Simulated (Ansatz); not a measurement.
# C2H2BCl2F3O: a ladder of functionals and wavefunction methods

The task here is to estimate one member of a computed series from the others.

Method: functionals in def2-TZVPP, the program's frozen cores in correlated methods; program: Ansatz 0.2.0, Gaussian basis.

Plan: LDA (SPW92), PBE-D4, revPBE-D4, BLYP-D4, r2SCAN-D4, B97M-V, PBE0-D4, B3LYP-D4, r2SCANh-D4, r2SCAN0-D4, HSE06-D4, BHLYP-D4, CAM-B3LYP-D4, LC-ωPBE, ωB97X-V, ωB97M-V, B2PLYP, PBE-QIDH; CCSD(T)/def2-SVP; CCSD(T)/def2-TZVPP; MP2/def2-QZVPP; extrapolation to the limit; RPA on PBE.

## The relaxed structure

The geometry comes from an earlier relaxation with PBE0-D4 in a triple-zeta def2 set; it is a stationary point, not always the lowest conformer.

11 atoms, charge 0, spin multiplicity 1.

Atoms are counted from 1 here; the program's logs count them from 0.

Bond lengths: F1–C2 1.337 Å, C2–F3 1.335 Å, C2–F4 1.332 Å, C2–C5 1.515 Å, C5–O6 1.402 Å, C5–H10 1.092 Å, C5–H11 1.091 Å, O6–B7 1.342 Å, B7–Cl8 1.744 Å, B7–Cl9 1.756 Å. Angles: F1–C2–F3 108.1°, F1–C2–F4 108.1°, F1–C2–C5 109.2°, F3–C2–F4 107.7°, F3–C2–C5 111.5°, F4–C2–C5 112.1°, C2–C5–O6 109.8°, C2–C5–H10 108.1°, C2–C5–H11 108.1°, O6–C5–H10 112.3°, O6–C5–H11 108.6°, H10–C5–H11 109.8°, C5–O6–B7 125.3°, O6–B7–Cl8 117.6°, O6–B7–Cl9 122.8°, Cl8–B7–Cl9 119.6°.

Set-up of the first run:

in.yaml

```yaml
crystal:
  periodic: [false, false, false]
  atoms:
    - {symbol: F, position_ang: [-2.410128, 0.682159, -0.660540]}
    - {symbol: C, position_ang: [-1.190030, 0.175764, -0.866846]}
    - {symbol: F, position_ang: [-1.273754, -1.154215, -0.786554]}
    - {symbol: F, position_ang: [-0.819231, 0.484050, -2.108505]}
    - {symbol: C, position_ang: [-0.235726, 0.735657, 0.168272]}
    - {symbol: O, position_ang: [1.048586, 0.211483, -0.037098]}
    - {symbol: B, position_ang: [1.626566, -0.740135, 0.712949]}
    - {symbol: Cl, position_ang: [3.211639, -1.291133, 0.237435]}
    - {symbol: Cl, position_ang: [0.864610, -1.416826, 2.142853]}
    - {symbol: H, position_ang: [-0.628909, 0.495121, 1.158032]}
    - {symbol: H, position_ang: [-0.193623, 1.818055, 0.040001]}
basis:
  gaussian: {orbitals: def2-TZVPP}
hamiltonian: {xc: lda}
output: {orbitals: {seedname: orbitals}}
```

On the command line:

```console
$ ansatz run in.yaml --threads 4 --pin off --events-out ev --progress --plain --max-ram 66560MiB --backend cuda --devices 0, --max-vram 37GiB
```

Steps of the session up to this table: LDA; PBE-D4 (GGA); revPBE-D4 (GGA); BLYP-D4 (GGA); r2SCAN-D4 (meta-GGA); B97M-V (meta-GGA); B3LYP-D4 (hybrid); r2SCANh-D4 (hybrid); r2SCAN0-D4 (hybrid); HSE06-D4 (hybrid); BHLYP-D4 (hybrid); CAM-B3LYP-D4 (range-separated); LC-ωPBE (range-separated); ωB97X-V (range-separated); ωB97M-V (range-separated); B2PLYP (double hybrid); PBE-QIDH (double hybrid).

One table of the session follows, with a row left open; its other results are not shown here.

It belongs to the step «Frontier levels by functional». 

| functional | HOMO (eV) | gap (eV) |
| --- | --- | --- |
| LDA (SPW92) | -7.93 | 6.01 |
| PBE-D4 | -7.77 | 6.16 |
| revPBE-D4 | -7.71 | 6.21 |
| BLYP-D4 | -7.59 | 6.15 |
| r2SCAN-D4 | -8.14 | 6.84 |
| B97M-V | -8.25 | 7.09 |
| PBE0-D4 | ? | ? |
| B3LYP-D4 | -8.93 | 8.09 |
| r2SCANh-D4 | -8.68 | 7.72 |
| r2SCAN0-D4 | -9.48 | 9.03 |
| HSE06-D4 | -8.83 | 7.80 |
| BHLYP-D4 | -10.53 | 11.01 |
| CAM-B3LYP-D4 | -10.61 | 11.14 |
| LC-ωPBE | -12.07 | 13.77 |
| ωB97X-V | -11.68 | 13.32 |
| ωB97M-V | -11.50 | 12.98 |

Q: Estimate the row for PBE0-D4 from the others.

The run gave: HOMO (eV): -9.23; gap (eV): 8.59. In the column «HOMO (eV)» it lies between r2SCAN0-D4 (-9.48) and B3LYP-D4 (-8.93).
